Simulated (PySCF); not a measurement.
# Pb(NCS)2: other functionals and bases at one geometry

An exercise on one series of results from a longer session: the logs are not shown, and one member is left open.

The runs use PySCF 2.14.0; several levels, as the steps say, no spin–orbit coupling.

1 further run of the same task is left out (for a known fault of the program).

## The system as given

7 atoms, charge 0, spin multiplicity 1.

Bond lengths: Pb1–N2 2.187 Å, Pb1–N5 2.187 Å, N2–C3 1.199 Å, C3–S4 1.584 Å, N5–C6 1.199 Å, C6–S7 1.584 Å. Angles: N2–Pb1–N5 93.6°, Pb1–N2–C3 158.5°, N2–C3–S4 178.8°, Pb1–N5–C6 158.5°, N5–C6–S7 178.8°.

As a file:

```tsv
atom	x (Å)	y (Å)	z (Å)
Pb1	0.00000	0.00000	-1.03674
N2	1.59379	0.00000	0.46103
C3	2.70745	0.00000	0.90403
S4	4.16733	0.00000	1.51953
N5	-1.59379	0.00000	0.46103
C6	-2.70745	0.00000	0.90403
S7	-4.16733	0.00000	1.51953
```

Formal oxidation states: Pb +2. An earlier session relaxed this geometry at PBE0, Pb def2-SVP with ECP60, N def2-SVP, C def2-SVP, S def2-SVP (singlet, point group C2v).

At PBE0 on the finer grid: E = -1174.127613 Eh, HOMO -6.94 eV, LUMO -3.59 eV, Mulliken charge on Pb1 +0.93 e, largest force component 0.008 eV/Å. 

Levels to run: M06-L; B3LYP; PBE0, TZVP. Hardware: 2 threads of Arm Neoverse V1, shared host.

Set-up of the first run:

run.py (the lines that set the calculation) reads:

```python
mol = gto.M(atom='''
Pb     0.00000     0.00000    -1.03674
N      1.59379     0.00000     0.46103
C      2.70745     0.00000     0.90403
S      4.16733     0.00000     1.51953
N     -1.59379     0.00000     0.46103
C     -2.70745     0.00000     0.90403
S     -4.16733     0.00000     1.51953''',
    basis={'Pb': 'def2-SVP', 'N': 'def2-SVP', 'C': 'def2-SVP', 'S': 'def2-SVP'},
    ecp={'Pb': 'def2-SVP'},
    charge=0, spin=0)
mf = dft.RKS(mol, xc='M06L')
mf.grids.atom_grid = (75, 302)
mf = mf.density_fit()  # fitting sets: Pb def2-universal-JKFIT, N def2-universal-JKFIT, C def2-universal-JKFIT, S def2-universal-JKFIT
mf.conv_tol = 1e-08; mf.max_cycle = 55
mf.kernel(dm0)  # dm0: the density of the relaxed state
```

Started as:

```console
> OMP_NUM_THREADS=2 python run.py
```

Steps of the session up to this table: M06-L; B3LYP; PBE0, TZVP.

One table of the session follows, with a row left open; its other results are not shown here.

```
              level  HOMO (eV)  gap (eV)  charge on Pb1 (e)  dipole (D)  largest force component (eV/Å)
PBE0 (relaxed here)      -6.94      3.35               0.93        5.95                            0.01
              M06-L          ?         ?                  ?           ?                               ?
              B3LYP      -6.64      2.92               0.87        5.61                            0.31
         PBE0, TZVP      -7.05      3.39               0.92        6.01                            0.47
```

Q: Estimate the row for M06-L from the others.

**Answer.** HOMO (eV): -6.10; gap (eV): 2.19; charge on Pb1 (e): 1.00; dipole (D): 6.11; largest force component (eV/Å): 0.51. In the column «HOMO (eV)» it is the highest.

In one basis the HOMO–LUMO gap runs from 2.19 eV (M06-L) to 3.35 eV (PBE0). The largest leftover force, 0.51 eV/Å with M06-L, stands at a geometry relaxed at another level. Total energies of different levels can't be compared.
